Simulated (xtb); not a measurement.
# CH4FNO2Si (SMILES N[Si]1(F)OCO1) at GFN2-xTB (GBSA toluene, coordinate angle, coordinate atoms (6, 5, 9), force constant 1 in the program's units, held value 130.3 degree)

Aim: a geometry optimisation of CH4FNO2Si. 

The results are computed with xtb 6.7.1.

3 further runs of the same task are left out: 3 set aside as unsound or not needed.

**1. The structure to begin with**

The species is CH4FNO2Si (10 atoms), meant as a singlet with charge 0. SMILES: `N[Si]1(F)OCO1`. The shape was relaxed beforehand at GFN2-xTB. This is one conformer, not always the lowest. The run starts from this shape.

Bond lengths: N1–Si2 1.693 Å, Si2–F3 1.599 Å, Si2–O4 1.654 Å, O4–C5 1.403 Å, Si2–O6 1.658 Å, C5–O6 1.403 Å, N1–H7 1.003 Å, N1–H8 1.002 Å, C5–H9 1.092 Å, C5–H10 1.091 Å. Some angles: N1–Si2–F3 106.5°, N1–Si2–O4 118.0°, N1–Si2–O6 121.8°, F3–Si2–O4 114.5°, F3–Si2–O6 113.5°, O4–Si2–O6 81.2°, Si2–O4–C5 89.3°, O4–C5–O6 100.4°, Si2–O6–C5 89.1°, Si2–N1–H7 123.2°.

**2. A structure relaxation at GFN2-xTB (GBSA toluene, coordinate angle, coordinate atoms (6, 5, 9), force constant 1 in the program's units, held value 130.3 degree)**

.CHRG

```
0
```

.UHF

```
0
```

detailed.inp

```
$constrain
   force constant=1
   angle: 6, 5, 9, 130.3
$end
```

struc.tmol

```
$coord
     -0.837619215014     -3.497741327223      0.023589451214  n
      0.872358050363     -0.797230098553      0.172877815059  si
      3.736959867613     -1.621728945084      0.673281072312  f
      0.508718052202      1.299834886741     -2.115204466364  o
     -0.210303840957      3.099317140285     -0.305236122554  c
     -0.044589977637      1.645530045623      1.906402957676  o
     -2.731370456285     -3.522615792201     -0.069553259743  h
     -0.097141371436     -5.139469243883      0.607123650415  h
     -2.142964543135      3.748651603146     -0.626374290447  h
      1.102991564969      4.688699643294     -0.261235739468  h
$end
```

On the command line:

```sh
$ xtb struc.tmol --norestart --opt sloppy --gbsa toluene --input detailed.inp > struc.out 2> xtb.err
```

Q: Predict the results. Wanted: total energy at the end; dipole moment; HOMO energy; LUMO energy; HOMO–LUMO gap; dispersion energy; solvent term in the energy; mean polarisability.

Answer, from the run:

At GFN2-xTB (GBSA toluene, coordinate angle, coordinate atoms (6, 5, 9), force constant 1 in the program's units, held value 130.3 degree):

```
                      quantity          value
       total energy at the end   -21.82790 Eh
                 dipole moment         2.88 D
                   HOMO energy      -11.76 eV
                   LUMO energy       -4.76 eV
                 HOMO–LUMO gap        7.00 eV
             dispersion energy  -14.45 kJ/mol
    solvent term in the energy   -11.2 kJ/mol
mean polarisability (D4 model)     56.9 bohr³
```

At the final geometry: Bond lengths: N1–Si2 1.693 Å, Si2–F3 1.601 Å, Si2–O4 1.650 Å, O4–C5 1.426 Å, Si2–O6 1.660 Å, C5–O6 1.393 Å, N1–H7 1.006 Å, N1–H8 1.004 Å, C5–H9 1.090 Å, C5–H10 1.102 Å. Some angles: N1–Si2–F3 106.8°, N1–Si2–O4 118.0°, N1–Si2–O6 122.4°, F3–Si2–O4 115.3°, F3–Si2–O6 112.1°, O4–Si2–O6 80.9°, Si2–O4–C5 89.5°, O4–C5–O6 99.2°, Si2–O6–C5 90.2°, Si2–N1–H7 123.3°. Mulliken charges run from -0.42 on O4 to +0.74 on Si2.
